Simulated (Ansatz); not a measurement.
# WAu: the cost of one run

Program: Ansatz 0.2.0. Level of theory: DFT PBE, scalar-relativistic, plane waves, PAW. These are calculated values, not measurements.

**1. The starting structure**

The structure is tetragonal, space group P4/nmm (No. 129). The conventional cell has a = 3.843 Å, b = 3.843 Å, c = 4.857 Å, α = 90.00°, β = 90.00°, γ = 90.00°. W (site symmetry 4mm) is surrounded by 4 Au at 2.24 Å. Around Au (site symmetry -4m2) lie 4 W at 2.24 Å.

Structure file:

```
W Au
1.0
     3.84346    0.00000    0.00000
     0.00000    3.84346    0.00000
     0.00000    0.00000    4.85655
W Au
2 2
Cartesian
  0.0000 1.9217 1.1418
  1.9217 0.0000 3.7148
  0.0000 0.0000 0.0000
  1.9217 1.9217 0.0000
```

This is candidate A: litharge type (P4/nmm, No. 129).

(A quick probe on a coarse mesh, which set the mesh and smearing, is not shown.)

**3. A loose first relaxation (candidate A)**

The input, input.yaml:

```yaml
crystal:
  lattice:
    - [3.8434616835, 0.0, 0.0]
    - [0.0, 3.8434616835, 0.0]
    - [0.0, 0.0, 4.8565480512]
  atoms:
    - { symbol: W, position: [0.0, 0.5, 0.2351] }
    - { symbol: W, position: [0.5, 0.0, 0.7649] }
    - { symbol: Au, position: [0.0, 0.0, 0.0] }
    - { symbol: Au, position: [0.5, 0.5, 0.0] }
basis:
  ecutwfc: 420
kpoints:
  mp_grid: { grid: [4, 4, 4] }
hamiltonian:
  xc: pbe
scf:
  occupations: { method: gaussian, width: 0.1 }
  lower_state_search: "off"
output:
  forces: true
  stress: true
  eigenvalues: true
relax:
  adjacent_minimum: "off"
  f_tol: 0.04
  max_steps: 70
  cell: { stress_tol: 0.4 }
```

Launch:

```
> ansatz run input.yaml --threads 1 --pin off --max-ram 2560MiB --backend cpu --events-out ev --progress --plain --runs-dir out
```

What time and memory should one allow on 1 thread of Arm Neoverse V2, shared host?

About 40 s, with a peak of 0.36 GiB.
